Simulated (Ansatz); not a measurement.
# FH3OSiZn: small, medium and large basis sets

The task here is to estimate one member of a computed series from the others.

The runs use Ansatz 0.2.0, Gaussian basis; one geometry, several basis sets.

Levels to be run: PBE0-D4/def2-SVP; ωB97M-V/def2-SVP; PBE0-D4/def2-QZVPP; ωB97M-V/def2-QZVPP; the functionals' def2-TZVPP values are taken from earlier runs.

## Structure used throughout

The geometry comes from an earlier relaxation with PBE0-D4 in a triple-zeta def2 set; it is a stationary point, not always the lowest conformer.

7 atoms, charge 0, spin multiplicity 1.

Atoms are counted from 1 here; the program's logs count them from 0.

Bond lengths: O1–Si2 1.629 Å, O1–H5 0.961 Å, Si2–F3 1.598 Å, Si2–H6 1.475 Å, Si2–H7 1.482 Å. Angles: Si2–O1–H5 117.9°, O1–Si2–F3 111.0°, O1–Si2–H6 106.4°, O1–Si2–H7 112.0°, F3–Si2–H6 108.1°, F3–Si2–H7 105.9°, H6–Si2–H7 113.5°.

Set-up of the first run:

Input file in.yaml:

```yaml
crystal:
  periodic: [false, false, false]
  atoms:
    - {symbol: O, position_ang: [-0.872254, 0.307764, 0.886708]}
    - {symbol: Si, position_ang: [0.685325, 0.224027, 0.415830]}
    - {symbol: F, position_ang: [1.119498, -1.288447, 0.139182]}
    - {symbol: Zn, position_ang: [-1.729882, -1.125640, -2.406599]}
    - {symbol: H, position_ang: [-1.551088, 0.129455, 0.230679]}
    - {symbol: H, position_ang: [1.489331, 0.733193, 1.542375]}
    - {symbol: H, position_ang: [0.920270, 0.951649, -0.853874]}
basis:
  gaussian: {orbitals: def2-SVP}
hamiltonian: {xc: pbe0, dispersion: d4}
output: {orbitals: {seedname: orbitals}}
```

Launch:

```sh
ansatz run in.yaml --threads 4 --pin off --events-out ev --progress --plain --max-ram 10444MiB
```

Steps of the session up to this table: PBE0-D4 in def2-SVP; ωB97M-V in def2-SVP; PBE0-D4 in def2-QZVPP; ωB97M-V in def2-QZVPP.

One of the session's tables, all rows but one given; the rest of the session is left out.

```
functional       basis  HOMO (eV)
   PBE0-D4    def2-SVP          ?
   PBE0-D4  def2-TZVPP      -6.93
   PBE0-D4  def2-QZVPP      -6.92
   ωB97M-V    def2-SVP      -8.76
   ωB97M-V  def2-TZVPP      -9.02
   ωB97M-V  def2-QZVPP      -9.02
```

Q: Estimate the row for PBE0-D4, def2-SVP from the others.

As computed: HOMO (eV): -6.68. In the column «HOMO (eV)» it is the highest.
